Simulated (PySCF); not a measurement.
# F5OW (W(O)(F)5-): the cost of one run

The runs use PySCF 2.14.0; TPSS, W def2-SVP with ECP60, O def2-SVP, F def2-SVP; scalar-relativistic core potentials, no spin–orbit coupling.

1 further run of the same task is left out (set aside as unsound or not needed).

## Step 1: Starting geometry

7 atoms, charge -1, spin multiplicity 1.

Bond lengths: W1–O2 1.742 Å, W1–F3 1.970 Å, W1–F4 1.905 Å, W1–F5 1.905 Å, W1–F6 1.905 Å, W1–F7 1.905 Å. Angles: O2–W1–F3 180.0°, O2–W1–F4 94.7°, O2–W1–F5 94.7°, O2–W1–F6 94.7°, O2–W1–F7 94.7°, F3–W1–F4 85.3°, F3–W1–F5 85.3°, F3–W1–F6 85.3°, F3–W1–F7 85.3°, F4–W1–F5 89.6°, F4–W1–F6 170.6°, F4–W1–F7 89.6°, F5–W1–F6 89.6°, F5–W1–F7 170.6°, F6–W1–F7 89.6°.

Coordinates:

```
W     0.0000    0.0000    0.1192
O     0.0000    0.0000    1.8612
F     0.0000    0.0000   -1.8505
F     1.8981    0.0000   -0.0368
F     0.0000    1.8981   -0.0368
F    -1.8981    0.0000   -0.0368
F     0.0000   -1.8981   -0.0368
```

Formal oxidation states: W +6. An earlier session relaxed this geometry at TPSS, W def2-SVP with ECP60, O def2-SVP, F def2-SVP (singlet, point group C4v).

Its energy there is -641.547766 Eh.

## Step 2: Multiplicity 3 at the relaxed geometry

File run.py (the lines that set the calculation):

```python
mol = gto.M(atom='''
W      0.00000     0.00000     0.11918
O      0.00000     0.00000     1.86123
F      0.00000     0.00000    -1.85047
F      1.89812     0.00000    -0.03683
F      0.00000     1.89812    -0.03683
F     -1.89812     0.00000    -0.03683
F      0.00000    -1.89812    -0.03683''',
    basis={'W': 'def2-SVP', 'O': 'def2-SVP', 'F': 'def2-SVP'},
    ecp={'W': 'def2-SVP'},
    charge=-1, spin=2)
mf = dft.UKS(mol, xc='TPSS')
mf.grids.atom_grid = (50, 194)
mf = mf.density_fit()  # fitting sets: W def2-universal-JKFIT, O def2-universal-JKFIT, F def2-universal-JKFIT
mf.conv_tol = 1e-08; mf.max_cycle = 55
mf.kernel(dm0)  # dm0: free metal ions and neutral atoms
```

Launch:

```console
OMP_NUM_THREADS=2 python run.py
```

**Question.** How long does this run take on 2 threads of Intel Xeon at 2.50GHz (Skylake/Cascade Lake), shared host?

About 70 s.
